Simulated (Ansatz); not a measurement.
# W (Tungsten): the cost of one run

All numbers are computed with Ansatz 0.2.0, driven from Python. Level of theory: DFT LDA, plane waves, PAW.

## 1. The structure

The structure is cubic, space group Pm-3n (No. 223). The conventional cell has a = 5.083 Å, b = 5.083 Å, c = 5.083 Å, α = 90.00°, β = 90.00°, γ = 90.00°. W (site symmetry m-3) is surrounded by 12 W at 2.84 Å. W (site symmetry -4m2) has 6 W at 2.54 to 2.84 Å as nearest neighbours.

No structure file is read: the coordinates are typed or built in the script.

## 2. Script

Contents of run_pdos.py:

```python
"""Which atoms and shells make the states of W."""

from dataclasses import dataclass
import sys

import ansatz as az
import numpy as np


@dataclass
class Options:
    functional: str = "lda"
    mesh: tuple[int, ...] = (5, 5, 5)
    occupations: str = "gaussian"
    sigma: float = 0.1
    extra_bands: int = 22


cfg = Options()


def main() -> None:
    material = (
        az.Lattice.cubic(5.083)
        .space_group(223)
        .atom("W", (0.0, 0.0, 0.0))
        .atom("W", (0.0, 0.5, 0.25))
    )

    base = (
        material.calculation()
        .functional(cfg.functional)
        .kpoints(mesh=cfg.mesh)
        .occupations(cfg.occupations, width=cfg.sigma)
        .scf(extra_bands=cfg.extra_bands)
        .density_of_states(projected=True, energy_step=0.05)
    )
    try:
        done = base.run()
    except az.NonConvergedError as error:
        sys.exit(f"no convergence: {error}")
    except az.RefusalError as error:
        sys.exit(f"input refused: {error}")
    rep = done.report

    dos = done.density_of_states()
    energy = np.asarray(dos.energies_ev) - dos.fermi_ev
    curves = {}
    for site in done.projected_density_of_states().sites:
        for shell in site.shells:
            weight = sum(np.sum(curve.g_bin_mean_per_ev, axis=0) for curve in shell.curves)
            name = f"{site.species} {shell.label}"
            curves[name] = curves.get(name, 0) + weight

    print("E-EF   " + " ".join(f"{name:>8s}" for name in curves))
    for e in np.arange(-10, 6 + 0.1, 0.5):
        print(f"{e:5.1f}  " + " ".join(f"{np.interp(e, energy, g):8.3f}" for g in curves.values()))


if __name__ == "__main__":
    main()
```

## 3. The calls as engine input

The engine receives this input:

```yaml
crystal:
  lattice:
    bravais: cubic
    a: 5.083
  space_group: 223
  atoms:
    - { symbol: W, position: [0.0, 0.0, 0.0] }
    - { symbol: W, position: [0.0, 0.5, 0.25] }
kpoints:
  mp_grid:
    grid: [5, 5, 5]
hamiltonian:
  xc: lda
scf:
  n_extra_bands: 22
  occupations:
    method: gaussian
    width: 0.1
output:
  dos:
    de: 0.05
    projected: true
```

## 4. The run

Launch:

```sh
python run_pdos.py
```

**Question.** How long does this script take on 1 thread of Arm Neoverse V2, shared host, and how much memory does it need?

About 5.5 s, with a peak of 0.44 GiB.
